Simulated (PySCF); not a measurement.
# C3H8O2Si: electronic excitations at several levels of theory

Aim: compute the electronic excitations of C3H8O2Si (`C[SiH2]OC(C)=O`) at several levels, and see how far they spread and what each costs.

Computed with PySCF 2.14.0, with density-fitted response routines of our own, on a single molecule in the gas phase. Atoms are numbered from 0 throughout.

### Step 1. The molecule as given

14 atoms, charge 0, multiplicity 1; geometry from: GFN2-xTB. The atoms were then displaced at random by about 0.01 Å, so the start is not that level's minimum.

Bonds of the start (Å): C0–Si1 1.87, Si1–O2 1.66, O2–C3 1.35, C3–C4 1.47, C3–O5 1.22, C0–H6 1.10, C0–H7 1.09, C0–H8 1.11, Si1–H9 1.45, Si1–H10 1.47, C4–H11 1.08, C4–H12 1.09, C4–H13 1.07.

### Step 2. Relaxing the molecule at PBE0-D3(BJ)/def2-SVP

Job settings and geometry (Å):

```
{"job": {"xc": "PBE0", "basis": "def2-SVP", "d3": "d3bj", "grid": 1, "shake": 0.01, "kind": "geom"}, "charge": 0, "multiplicity": 1}
C     -2.007210     0.938780     0.668160
Si    -1.344770    -0.756510     0.251020
O      0.309700    -0.727070     0.208880
C      1.093480    -0.038080    -0.655320
C      2.534750    -0.235680    -0.441620
O      0.572050     0.645720    -1.517280
H     -1.773720     1.676250    -0.118940
H     -1.598240     1.348680     1.591210
H     -3.109810     0.946330     0.787280
H     -1.831980    -1.248520    -1.020490
H     -1.484920    -1.721280     1.346330
H      2.789680    -1.277930    -0.569240
H      2.760080     0.047480     0.583590
H      3.083760     0.386750    -1.121330
```

Run with:

```console
$ OMP_NUM_THREADS=1 python probes_run.py task.json out
```

The driver reads the jobs from task.json and runs them one after another.

Standard output:

```text
step   0  E = -558.42448109  max force = 0.049045
step   1  E = -558.43132777  max force = 0.014305
step   2  E = -558.43101965  max force = 0.008346
step   3  E = -558.43192377  max force = 0.005285
step   4  E = -558.43199138  max force = 0.003521
step   5  E = -558.43205127  max force = 0.000642
step   6  E = -558.43205478  max force = 0.000273
optimisation converged
```

It took 41 s on 1 thread of Arm Neoverse V2, shared host; peak memory 0.49 GiB.

Relaxation path: (the energy doesn't fall at every step)

| step | energy from step 0 (eV) | largest force component (eV/Å) |
| --- | --- | --- |
| 0 | 0.0000 | 2.5220 |
| 1 | -0.1863 | 0.7356 |
| 2 | -0.1779 | 0.4292 |
| 3 | -0.2025 | 0.2718 |
| 4 | -0.2044 | 0.1811 |
| 5 | -0.2060 | 0.0330 |
| 6 | -0.2061 | 0.0140 |

Close pairs (by a distance rule), those that changed most:

| bond | before (Å) | after (Å) | change (Å) |
| --- | --- | --- | --- |
| Si1–O2 | 1.655 | 1.724 | +0.069 |
| Si1–H9 | 1.448 | 1.489 | +0.041 |
| C3–C4 | 1.470 | 1.498 | +0.028 |
| Si1–H10 | 1.466 | 1.489 | +0.023 |
| C4–H13 | 1.073 | 1.095 | +0.023 |
| C4–H11 | 1.081 | 1.100 | +0.019 |
| O2–C3 | 1.355 | 1.337 | -0.018 |
| C4–H12 | 1.087 | 1.100 | +0.013 |

The final coordinates are the input of the step that follows.

| at the end point | value |
| --- | --- |
| point group (found at 0.08 Å tolerance) | C1 |
| rotational constants (GHz, main isotopes) | 5.908, 1.764, 1.560 |
| dipole moment (D) | 1.40 |

### Step 3. Ultraviolet spectrum: PBE0/def2-TZVP

Job settings and geometry (Å):

```
{"job": {"kind": "uv", "xc": "PBE0", "basis": "def2-TZVP"}, "charge": 0, "multiplicity": 1}
C     -1.998954     0.893904     0.721877
Si    -1.308673    -0.782953     0.298894
O      0.415612    -0.772330     0.290918
C      1.038721    -0.024661    -0.626269
C      2.531393    -0.122972    -0.538434
O      0.432387     0.645652    -1.425743
H     -1.740484     1.616067    -0.065428
H     -1.595887     1.251791     1.681513
H     -3.095717     0.840576     0.809465
H     -1.792585    -1.299038    -1.011265
H     -1.602879    -1.778142     1.367122
H      2.839812    -1.170761    -0.667308
H      2.863259     0.188557     0.462803
H      2.994699     0.506723    -1.305686
```

Method: TDDFT PBE0/def2-TZVP, vertical, gas phase, core orbitals frozen in the response.

Standard output:

```text
coarse grid: 12016 points
cycle   1  E = -558.6644294281  dE =  6.418e-01  |g| = 9.758e-01  |ddm| = 2.721e+00
cycle   2  E = -558.3501103797  dE =  3.143e-01  |g| = 1.640e+00  |ddm| = 1.848e+00
cycle   3  E = -558.8264236329  dE = -4.763e-01  |g| = 2.707e-01  |ddm| = 1.415e+00
cycle   4  E = -558.8393857864  dE = -1.296e-02  |g| = 8.549e-02  |ddm| = 1.829e-01
cycle   5  E = -558.8404458881  dE = -1.060e-03  |g| = 2.993e-02  |ddm| = 5.491e-02
cycle   6  E = -558.8406324932  dE = -1.866e-04  |g| = 4.170e-03  |ddm| = 1.819e-02
cycle   7  E = -558.8406361407  dE = -3.648e-06  |g| = 9.840e-04  |ddm| = 3.516e-03
final grid: 110944 points
cycle   8  E = -558.8334965783  dE = -3.516e-05  |g| = 1.214e-02  |ddm| = 4.112e-02
cycle   9  E = -558.8334559027  dE =  4.068e-05  |g| = 1.924e-02  |ddm| = 1.640e-02
cycle  10  E = -558.8335230212  dE = -6.712e-05  |g| = 2.346e-03  |ddm| = 1.095e-02
cycle  11  E = -558.8335240237  dE = -1.002e-06  |g| = 4.762e-04  |ddm| = 1.458e-03
cycle  12  E = -558.8335240565  dE = -3.281e-08  |g| = 1.942e-04  |ddm| = 3.196e-04
cycle  13  E = -558.8335240641  dE = -7.592e-09  |g| = 2.429e-05  |ddm| = 1.202e-04
cycle  14  E = -558.8335240642  dE = -1.316e-10  |g| = 6.108e-06  |ddm| = 1.947e-05
converged SCF energy = -558.8335240642

Static polarisability (au): isotropic 66.751, principal 58.418 65.258 76.577

Singlet excitations
state   eV       nm        f      main configurations
  1   5.8110    213.4   0.00068   H->L 0.95
  2   7.5071    165.2   0.01379   H->L+1 0.80, H-1->L 0.15
  3   7.7935    159.1   0.08397   H-1->L 0.72, H->L+1 0.13
  4   7.9421    156.1   0.00798   H-2->L 0.68, H-4->L 0.17, H-1->L+1 0.10
  5   8.0997    153.1   0.01309   H-1->L+1 0.80
  6   8.1920    151.3   0.04267   H->L+2 0.93
  7   8.3801    148.0   0.00762   H-2->L+1 0.83, H-4->L 0.09
  8   8.5647    144.8   0.01279   H->L+3 0.56, H-3->L 0.28
  9   8.6122    144.0   0.01141   H-4->L 0.59, H-2->L 0.14, H->L+3 0.10
 10   8.8917    139.4   0.02452   H-3->L 0.41, H-1->L+2 0.28, H->L+3 0.18

Triplet excitations (Tamm-Dancoff, eV): 5.2742 6.1402 7.3858 7.6012
```

Run time: 41 s. Hardware: 1 thread of Arm Neoverse V2, shared host; peak memory 0.91 GiB.

The orbitals next to the gap, with their largest atomic shares:

| orbital | eV | atoms |
| --- | --- | --- |
| HOMO−3 | -9.71 | O5 31 %, C0 17 %, Si1 16 % |
| HOMO−2 | -9.26 | Si1 35 %, H10 22 %, H9 16 % |
| HOMO−1 | -8.86 | O2 25 %, C0 24 %, Si1 18 % |
| HOMO | -8.06 | O5 64 %, C3 14 %, O2 10 % |
| LUMO | 0.06 | C3 41 %, O5 22 %, Si1 11 % |
| LUMO+1 | 0.65 | Si1 67 %, O2 6 %, C0 5 % |
| LUMO+2 | 1.26 | Si1 26 %, H7 16 %, H8 9 % |

With each of the 10 states as a Gaussian band of 0.4 eV half-width at 1/e, the curve within the window shown has maxima at 157 nm (ε 5,300) L/(mol cm). Beyond the last state computed it falls off for lack of states. The curve at chosen wavelengths:

| nm | ε (L/mol/cm) |
| --- | --- |
| 135 | 675 |
| 139 | 1578 |
| 143 | 2351 |
| 147 | 3183 |
| 151 | 4277 |
| 156 | 5239 |
| 160 | 4822 |
| 164 | 3378 |
| 168 | 1805 |
| 172 | 759 |
| 176 | 260 |
| 180 | 74 |
| 184 | 18 |
| 189 | 3 |
| 193 | 3 |
| 197 | 6 |
| 201 | 12 |
| 205 | 19 |
| 209 | 25 |
| 213 | 28 |
| 217 | 26 |
| 222 | 20 |
| 226 | 14 |
| 230 | 9 |
| 234 | 5 |
| 238 | 3 |

Further results of this job:

| property | computed |
| --- | --- |
| dipole moment (D) | 1.50 |
| polarisability (Å³) | 9.89 |
| HOMO–LUMO gap (eV) | 8.12 |
| −ε(HOMO) (eV) | 8.06 |

### Step 4. TDDFT and polarisability: PBE0/aug-cc-pVDZ

The job, as its differences from that of step 3:

```diff
@@ -1,2 +1,2 @@
-{"job": {"kind": "uv", "xc": "PBE0", "basis": "def2-TZVP"}, "charge": 0, "multiplicity": 1}
+{"job": {"kind": "uv", "xc": "PBE0", "basis": "aug-cc-pVDZ"}, "charge": 0, "multiplicity": 1}
 C     -1.998954     0.893904     0.721877
```

Method: TDDFT PBE0/aug-cc-pVDZ, vertical, gas phase, core orbitals frozen in the response.

Standard output:

```text
coarse grid: 12016 points
cycle   1  E = -558.5657251258  dE =  6.872e-01  |g| = 9.208e-01  |ddm| = 8.188e+00
cycle   2  E = -558.2669576980  dE =  2.988e-01  |g| = 1.556e+00  |ddm| = 3.194e+00
cycle   3  E = -558.7205277890  dE = -4.536e-01  |g| = 2.544e-01  |ddm| = 2.021e+00
cycle   4  E = -558.7326964318  dE = -1.217e-02  |g| = 7.578e-02  |ddm| = 4.109e-01
cycle   5  E = -558.7335917078  dE = -8.953e-04  |g| = 2.745e-02  |ddm| = 1.304e-01
cycle   6  E = -558.7337614670  dE = -1.698e-04  |g| = 3.402e-03  |ddm| = 5.085e-02
cycle   7  E = -558.7337641005  dE = -2.634e-06  |g| = 9.495e-04  |ddm| = 7.314e-03
final grid: 110944 points
cycle   8  E = -558.7426021827  dE = -8.967e-06  |g| = 1.148e-02  |ddm| = 1.309e-01
cycle   9  E = -558.7425632275  dE =  3.896e-05  |g| = 1.828e-02  |ddm| = 4.283e-02
cycle  10  E = -558.7426287422  dE = -6.551e-05  |g| = 2.242e-03  |ddm| = 2.446e-02
cycle  11  E = -558.7426297422  dE = -1.000e-06  |g| = 3.847e-04  |ddm| = 3.134e-03
cycle  12  E = -558.7426297695  dE = -2.732e-08  |g| = 1.027e-04  |ddm| = 6.834e-04
cycle  13  E = -558.7426297718  dE = -2.222e-09  |g| = 2.348e-05  |ddm| = 2.302e-04
cycle  14  E = -558.7426297719  dE = -1.439e-10  |g| = 5.315e-06  |ddm| = 6.632e-05
converged SCF energy = -558.7426297719

Static polarisability (au): isotropic 70.753, principal 61.894 69.047 81.317

Singlet excitations
state   eV       nm        f      main configurations
  1   5.7907    214.1   0.00072   H->L 0.46, H->L+2 0.28, H->L+1 0.18
  2   6.9696    177.9   0.03260   H->L+1 0.72, H->L 0.24
  3   7.3267    169.2   0.00067   H->L+2 0.55, H->L 0.27
  4   7.5524    164.2   0.04926   H-1->L 0.63, H-1->L+1 0.16, H->L+4 0.11
  5   7.7302    160.4   0.00781   H->L+3 0.73, H->L+2 0.11
  6   7.7443    160.1   0.00235   H-1->L+1 0.60, H->L+3 0.09, H-1->L 0.08
  7   7.8336    158.3   0.01390   H->L+4 0.55, H-1->L 0.13, H-2->L 0.11
  8   7.8837    157.3   0.00558   H-2->L 0.42, H->L+4 0.14, H-2->L+1 0.13
  9   7.9547    155.9   0.01123   H->L+5 0.72, H-1->L+2 0.09
 10   8.1322    152.5   0.01832   H-1->L+2 0.55, H->L+5 0.11, H-2->L 0.10

Triplet excitations (Tamm-Dancoff, eV): 5.2635 6.1316 6.8814 7.2861
```

Wall time 36 s (1 thread of Arm Neoverse V2, shared host); peak memory 0.87 GiB.

This run: HOMO -8.05 eV, LUMO -0.15 eV; lowest singlet 5.79 eV.

### Step 5. Ultraviolet spectrum: PBE0/6-31+G*

The job, as its differences from that of step 4:

```diff
@@ -1,2 +1,2 @@
-{"job": {"kind": "uv", "xc": "PBE0", "basis": "aug-cc-pVDZ"}, "charge": 0, "multiplicity": 1}
+{"job": {"kind": "uv", "xc": "PBE0", "basis": "6-31+G*"}, "charge": 0, "multiplicity": 1}
 C     -1.998954     0.893904     0.721877
```

Level: TDDFT PBE0/6-31+G*, vertical, gas phase, core orbitals frozen in the response.

Standard output:

```text
coarse grid: 12016 points
cycle   1  E = -558.5932576934  dE =  6.653e-01  |g| = 9.081e-01  |ddm| = 3.548e+00
cycle   2  E = -558.3043567599  dE =  2.889e-01  |g| = 1.530e+00  |ddm| = 2.452e+00
cycle   3  E = -558.7459268613  dE = -4.416e-01  |g| = 2.539e-01  |ddm| = 1.874e+00
cycle   4  E = -558.7582339782  dE = -1.231e-02  |g| = 7.275e-02  |ddm| = 2.750e-01
cycle   5  E = -558.7590653220  dE = -8.313e-04  |g| = 2.640e-02  |ddm| = 7.392e-02
cycle   6  E = -558.7592234699  dE = -1.581e-04  |g| = 3.278e-03  |ddm| = 2.743e-02
cycle   7  E = -558.7592258846  dE = -2.415e-06  |g| = 8.958e-04  |ddm| = 5.705e-03
final grid: 110944 points
cycle   8  E = -558.6984205241  dE = -4.883e-06  |g| = 1.152e-02  |ddm| = 6.528e-02
cycle   9  E = -558.6983807495  dE =  3.977e-05  |g| = 1.841e-02  |ddm| = 2.557e-02
cycle  10  E = -558.6984476225  dE = -6.687e-05  |g| = 2.261e-03  |ddm| = 1.699e-02
cycle  11  E = -558.6984486572  dE = -1.035e-06  |g| = 3.531e-04  |ddm| = 2.083e-03
cycle  12  E = -558.6984486807  dE = -2.351e-08  |g| = 8.485e-05  |ddm| = 3.797e-04
cycle  13  E = -558.6984486822  dE = -1.513e-09  |g| = 1.890e-05  |ddm| = 1.180e-04
cycle  14  E = -558.6984486823  dE = -9.004e-11  |g| = 5.283e-06  |ddm| = 4.369e-05
converged SCF energy = -558.6984486823

Static polarisability (au): isotropic 64.217, principal 56.303 64.089 72.258

Singlet excitations
state   eV       nm        f      main configurations
  1   5.8256    212.8   0.00079   H->L 0.75, H->L+2 0.23
  2   7.2097    172.0   0.03896   H->L+1 0.95
  3   7.4729    165.9   0.00024   H->L+2 0.72, H->L 0.24
  4   7.6611    161.8   0.07643   H-1->L 0.86
  5   7.8852    157.2   0.00054   H-1->L+1 0.71, H-2->L 0.09
  6   7.9506    155.9   0.00503   H-2->L 0.65, H-4->L 0.09, H-1->L+1 0.08
  7   8.0214    154.6   0.02017   H->L+3 0.83
  8   8.1590    152.0   0.01139   H->L+4 0.56, H-1->L+2 0.20
  9   8.2797    149.7   0.01149   H-2->L+1 0.56, H-2->L+2 0.21
 10   8.3147    149.1   0.01143   H-1->L+2 0.54, H->L+4 0.19

Triplet excitations (Tamm-Dancoff, eV): 5.2906 6.1509 7.0897 7.4284
```

It took 17 s on 1 thread of Arm Neoverse V2, shared host; peak memory 0.7 GiB.

This run: HOMO -8.09 eV, LUMO -0.05 eV; lowest singlet 5.83 eV.

### Step 6. Comparing the runs: electronic excitations

Excitations and ground-state properties, with basis size and wall time:

| run | lowest singlet (eV) | brightest (eV) | f | gap (eV) | α (Å³) | μ (D) | functions | time |
| --- | --- | --- | --- | --- | --- | --- | --- | --- |
| PBE0/def2-TZVP | 5.81 | 7.79 | 0.084 | 8.12 | 9.89 | 1.50 | 240 | 41 s |
| PBE0/aug-cc-pVDZ | 5.79 | 7.55 | 0.049 | 7.90 | 10.48 | 1.51 | 214 | 36 s |
| PBE0/6-31+G* | 5.83 | 7.66 | 0.076 | 8.03 | 9.52 | 1.51 | 128 | 17 s |

### Step 7. Results

```
                                quantity                        value
                             point group                           C1
    rotational constants (main isotopes)         5.91, 1.76, 1.56 GHz
         lowest singlet (PBE0/def2-TZVP)  5.81 eV (213 nm), f = 0.001
brightest single state of those computed  state 3, 7.79 eV, f = 0.084
                          lowest triplet                      5.27 eV
             range of the lowest singlet              5.79 to 5.83 eV
```

What this shows: Single values in the summary come from the first run of each kind that ended normally (PBE0/def2-TZVP), which need not be the best level. Over 6 steps the energy fell by 0.206 eV; of the close pairs, Si1–O2 changed most, 1.655 to 1.724 Å. No frequency check was run at this level, so the end point may be a saddle. The lowest singlet, at 5.81 eV, is HOMO→LUMO 0.95 and is dark; of the 10 states computed, the strongest absorption comes from state 3 at 7.79 eV. The lowest triplet lies 0.54 eV below the lowest singlet (triplets in Tamm-Dancoff, singlets in full TDDFT). The basis of PBE0/def2-TZVP has no diffuse functions, so Rydberg states are missing and the high states are unreliable. The lowest singlet runs from 5.79 eV (PBE0/aug-cc-pVDZ) to 5.83 eV (PBE0/6-31+G*), while the orbital gap spans 7.90 to 8.12 eV. The lowest state need not be the same one in every run.
